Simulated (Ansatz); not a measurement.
# BHLYP/6-31G(d) (spherical functions) run of CH6GaN (SMILES [CH3][GaH][NH2])

Aim: the electronic atomisation energy of CH6GaN at BHLYP/6-31G* (spherical functions), from 5 runs. 

The results are computed with Ansatz 0.2.0.

65 further runs of the same task are left out: 1 that didn't finish, 64 set aside as unsound or not needed.

**1. The structure to begin with**

The species is CH6GaN (9 atoms), meant as a singlet with charge 0. As SMILES, `[CH3][GaH][NH2]`. Geometry: relaxed at PBE0-D4/def2-TZVP.

Bond lengths: C1–Ga2 1.962 Å, Ga2–N3 1.819 Å, C1–H4 1.093 Å, C1–H5 1.093 Å, C1–H6 1.091 Å, Ga2–H7 1.566 Å, N3–H8 1.006 Å, N3–H9 1.006 Å. Some angles: C1–Ga2–N3 118.1°, C1–Ga2–H7 126.4°, N3–Ga2–H7 115.5°, Ga2–C1–H4 110.4°, Ga2–C1–H5 110.5°, Ga2–C1–H6 111.7°, Ga2–N3–H8 124.0°, Ga2–N3–H9 124.3°, H4–C1–H5 107.2°, H4–C1–H6 108.5°.

**2. The energy at BHLYP/6-31G(d) (spherical functions)**

run.yaml reads:

```yaml
crystal:
  periodic: [false, false, false]
  atoms:
    - {symbol: C, position_ang: [-0.279100, 0.944700, -1.124800]}
    - {symbol: Ga, position_ang: [0.513400, -0.531900, -0.104400]}
    - {symbol: N, position_ang: [-0.068200, -0.807600, 1.596800]}
    - {symbol: H, position_ang: [-0.756000, 0.568300, -2.033100]}
    - {symbol: H, position_ang: [0.493400, 1.652200, -1.435600]}
    - {symbol: H, position_ang: [-1.026300, 1.483500, -0.540100]}
    - {symbol: H, position_ang: [1.617900, -1.521300, -0.608700]}
    - {symbol: H, position_ang: [0.276500, -1.536600, 2.197700]}
    - {symbol: H, position_ang: [-0.771600, -0.251300, 2.052200]}
basis:
  gaussian:
    orbitals: 6-31G_st_-spherical.json
hamiltonian:
  xc: {name: BHLYP}
accuracy: high
output:
  orbitals: {seedname: orbitals}
```

The basis set 6-31G* is read from a file made from the Basis Set Exchange's data (not shown).

Launch:

```console
$ ansatz run run.yaml --threads 1 --pin off --max-ram 3480MiB --events-out events.jsonl --progress --plain --runs-dir runs
```

What it wrote:

```text
Warning: RAYON_NUM_THREADS=1 ignored (pool sized by the plan → 1); use --threads N
Functional definition: BHLYP
  name "BHLYP"
  parameter a = 0.5
  exchange = (1 - a)*b88_x + a*exact_x
  correlation = lyp_c
1652 factors; integrals over basis functions are off by at most 4.7e-9 eV
mean field evaluation 1: about -54986.0633 eV, gradient 5.6e1 eV
mean field evaluation 2: about -54983.2091 eV, gradient 6.5e1 eV
mean field evaluation 4: about -54992.6944 eV, gradient 2.4e0 eV
mean field evaluation 8: about -54993.0368 eV, gradient 2.5e-1 eV
mean field evaluation 16: about -54993.0371 eV, gradient 2.1e-5 eV
mean field -54993.03712510 eV, -2020.9568387282 hartree, gradient 6.9e-8 eV, S^2 0.000000; 0 other end points of the search recorded, 0 dependent functions left out
reference -54993.03715335 eV, -2020.9568397664 hartree; 25, 25 occupied and 47, 47 virtual orbitals, 1652 factors
Total energy: -54993.03715335 eV, -2020.9568397664 hartree
```

It took 8.1 s on 1 thread of Arm Neoverse V1, shared host; peak memory 0.24 GiB.

**3. The C atom, same level**

in.yaml reads:

```yaml
crystal:
  periodic: [false, false, false]
  atoms:
    - {symbol: C, position_ang: [0.000000, 0.000000, 0.000000]}
basis:
  gaussian:
    orbitals: 6-31G_st_-spherical.json
magnetization:
  spin_polarized: true
  initial_magnetization: 2
hamiltonian:
  xc: {name: BHLYP}
accuracy: high
```

The basis set 6-31G* is read from a file made from the Basis Set Exchange's data (not shown).

Launch:

```console
$ ansatz run in.yaml --threads 1 --pin off --max-ram 3480MiB --events-out events.jsonl --progress --plain --runs-dir runs
```

What it wrote:

```text
Warning: RAYON_NUM_THREADS=1 ignored (pool sized by the plan → 1); use --threads N
[... 5 set-up lines as earlier in the session ...]
96 factors; integrals over basis functions are off by at most 1.1e-9 eV
mean field evaluation 1: about -1029.4486 eV, gradient 3.6e0 eV
mean field evaluation 2: about -1029.5272 eV, gradient 6.7e-1 eV
mean field evaluation 4: about -1029.5303 eV, gradient 1.8e-2 eV
mean field evaluation 8: about -1029.5303 eV, gradient 4.3e-6 eV
mean field -1029.53028010 eV, -37.8345399529 hartree, gradient 1.8e-8 eV, S^2 2.002539; 0 other end points of the search recorded, 0 dependent functions left out
reference -1029.53029223 eV, -37.8345403989 hartree; 4, 2 occupied and 10, 12 virtual orbitals, 96 factors
Total energy: -1029.53029223 eV, -37.8345403989 hartree
```

It took 0.28 s on 1 thread of Arm Neoverse V1, shared host.

**4. The Ga atom, same level**

input.yaml reads:

```yaml
crystal:
  periodic: [false, false, false]
  atoms:
    - {symbol: Ga, position_ang: [0.000000, 0.000000, 0.000000]}
basis:
  gaussian:
    orbitals: 6-31G_st_-spherical.json
hamiltonian:
  xc: {name: BHLYP}
accuracy: high
magnetization:
  spin_polarized: true
  initial_magnetization: 1
```

The basis set 6-31G* is read from a file made from the Basis Set Exchange's data (not shown).

Run the same way, it converges to -1924.51075 Eh (log not shown).

**5. The H atom**

run.yaml reads:

```yaml
crystal:
  periodic: [false, false, false]
  atoms:
    - symbol: H
      position_ang: [0.000000, 0.000000, 0.000000]
basis:
  gaussian: {orbitals: "6-31G*"}
magnetization: {spin_polarized: true, initial_magnetization: 1}
hamiltonian: {xc: {name: BHLYP}}
accuracy: high
```

Run the same way, it converges to -0.49683 Eh (log not shown).

**6. The N atom at the same level**

molecule.yaml reads:

```yaml
crystal:
  periodic: [false, false, false]
  atoms:
    - {symbol: "N", position_ang: [0.000000, 0.000000, 0.000000]}
basis:
  gaussian:
    orbitals: 6-31G_st_-spherical.json
accuracy: high
magnetization:
  spin_polarized: true
  initial_magnetization: 3
total_charge: 0
hamiltonian:
  xc: {name: BHLYP}
```

The basis set 6-31G* is read from a file made from the Basis Set Exchange's data (not shown).

Launch:

```console
$ ansatz run molecule.yaml --threads 1 --pin off --max-ram 3480MiB --events-out events.jsonl --progress --plain --runs-dir runs
```

What it wrote:

```text
Warning: RAYON_NUM_THREADS=1 ignored (pool sized by the plan → 1); use --threads N
[... 5 set-up lines as earlier in the session ...]
96 factors; integrals over basis functions are off by at most 1.2e-9 eV
mean field evaluation 1: about -1484.9186 eV, gradient 3.2e0 eV
mean field evaluation 2: about -1484.9642 eV, gradient 8.0e-1 eV
mean field evaluation 4: about -1484.9675 eV, gradient 1.7e-1 eV
mean field evaluation 8: about -1484.9676 eV, gradient 2.9e-6 eV
mean field -1484.96761090 eV, -54.5715531532 hartree, gradient 4.7e-9 eV, S^2 3.752653; 0 other end points of the search recorded, 0 dependent functions left out
reference -1484.96762113 eV, -54.5715535295 hartree; 5, 2 occupied and 9, 12 virtual orbitals, 96 factors
Total energy: -1484.96762113 eV, -54.5715535295 hartree
```

Run time: 0.28 s. Hardware: 1 thread of Arm Neoverse V1, shared host.

**7. Outcome**

At BHLYP/6-31G* (spherical functions):

| quantity | value |
| --- | --- |
| molecule: total energy | -2020.95684 Eh |
| molecule: HOMO energy | -8.20 eV |
| molecule: LUMO energy | 0.59 eV |
| molecule: HOMO–LUMO gap | 8.79 eV |
| C atom: total energy | -37.83454 Eh |
| C atom: ⟨S²⟩ | 2.003 |
| Ga atom: total energy | -1924.51075 Eh |
| Ga atom: ⟨S²⟩ | 0.753 |
| H atom: total energy | -0.49683 Eh |
| H atom: ⟨S²⟩ | 0.750 |
| N atom: total energy | -54.57155 Eh |
| N atom: ⟨S²⟩ | 3.753 |
| electronic atomisation energy | 28.817 eV |

**Reading.** Taking the molecule apart into free atoms costs 28.82 eV (665 kcal/mol), before zero-point energy and without spin-orbit coupling.
